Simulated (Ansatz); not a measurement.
**CF2InN (SMILES N#[C][In]([F])[F]): a rigid scan of the angle C2–In3–F5**

An exercise on one series of results from a longer session: the logs are not shown, and one member is left open.

Method: single points in def2-TZVPP; program: Ansatz 0.2.0, Gaussian basis.

Levels: PBE-D4, r2SCAN-D4, PBE0-D4, B3LYP-D4, wB97M-V, Hartree-Fock, MP2, CCSD, CCSD(T). The scan takes 93.5, 101.0, 108.5, 116.0, 123.5, 131.0, 138.5, 146.0, 153.5°.

Cores are frozen in the correlated methods. Filled d shells of the heavier atoms are correlated. Core potentials replace the inner electrons past krypton, and spin-orbit coupling is left out. B3LYP uses VWN-RPA correlation.

27 further runs of the same task are left out: 27 set aside as unsound or not needed.

## The system as given

SMILES `N#[C][In]([F])[F]`, 5 atoms, charge 0, spin multiplicity 1.

Atoms are counted from 1 here; the program's logs count them from 0.

Bond lengths: N1–C2 1.220 Å, C2–In3 1.932 Å, In3–F4 1.365 Å, In3–F5 1.596 Å. Angles: N1–C2–In3 174.7°, C2–In3–F4 93.7°, C2–In3–F5 92.0°, F4–In3–F5 163.7°.

Coordinates:

```
N     1.1439   -1.3461    1.2595
C     0.4235   -0.5957    0.6217
In   -0.6028    0.5718   -0.5253
F    -1.4048   -0.4339   -0.9810
F     0.4900    1.7303   -0.4162
```

Set-up of the first run:

The input, pre/in.yaml:

```yaml
crystal:
  periodic: [false, false, false]
  atoms:
    - {symbol: N, position_ang: [1.143900, -1.346100, 1.259500]}
    - {symbol: C, position_ang: [0.423500, -0.595700, 0.621700]}
    - {symbol: In, position_ang: [-0.602800, 0.571800, -0.525300]}
    - {symbol: F, position_ang: [-1.404800, -0.433900, -0.981000]}
    - {symbol: F, position_ang: [0.490000, 1.730300, -0.416200]}
basis:
  gaussian: {orbitals: def2-SVP}
hamiltonian: {xc: pbe, dispersion: d4}
relax: {f_tol: 0.03, max_steps: 250}
```

No record of the launch command was kept for these runs.

Among the steps run: A first relaxation in a small basis; Relaxation at PBE0-D4; Reference energies at the minimum; C2–In3–F5 = 93.5°; C2–In3–F5 = 101.0°; C2–In3–F5 = 108.5°; C2–In3–F5 = 116.0°; C2–In3–F5 = 123.5°; C2–In3–F5 = 131.0°; C2–In3–F5 = 138.5°; C2–In3–F5 = 146.0°; C2–In3–F5 = 153.5°.

One table of the session follows, with a row left open; its other results are not shown here.

It belongs to the step «The curves». Energies less that of the minimum at the same level (kJ/mol):

| angle (°) | PBE-D4 | PBE0-D4 | B3LYP-D4 | wB97M-V | Hartree-Fock |
| --- | --- | --- | --- | --- | --- |
| 93.5 | 27.6 | 30.5 | 30.1 | 31.3 | 37.4 |
| 101.0 | ? | ? | ? | ? | ? |
| 108.5 | 6.5 | 7.2 | 7.1 | 7.4 | 8.8 |
| 116.0 | 1.6 | 1.8 | 1.8 | 1.8 | 2.2 |
| 123.5 | 0.0 | 0.0 | 0.0 | 0.0 | 0.0 |
| 123.5 (minimum) | 0.0 | 0.0 | 0.0 | 0.0 | 0.0 |
| 131.0 | 1.6 | 1.8 | 1.7 | 1.8 | 2.1 |
| 138.5 | 6.5 | 7.1 | 7.0 | 7.3 | 8.7 |
| 146.0 | 14.9 | 16.5 | 16.2 | 16.9 | 20.2 |
| 153.5 | 27.5 | 30.3 | 29.9 | 31.1 | 37.3 |

**Question.** Estimate the row for angle (°) = 101.0.

Worked estimate for «PBE-D4». A straight line through the neighbours (93.5, 27.6) and (108.5, 6.5) gives 27.6 + (6.5 − 27.6) × (101.0 − 93.5) / (108.5 − 93.5) = 17.1; a parabola fitted to 3 rows on both sides gives 15.2.

As computed: PBE-D4: 15.0; PBE0-D4: 16.6; B3LYP-D4: 16.3; wB97M-V: 17.0; Hartree-Fock: 20.3. In «PBE-D4» the line misses by +2.1 and the parabola by +0.2.

Limits of these values: A polynomial through the near points puts the CCSD(T) minimum at the PBE0-D4 value.
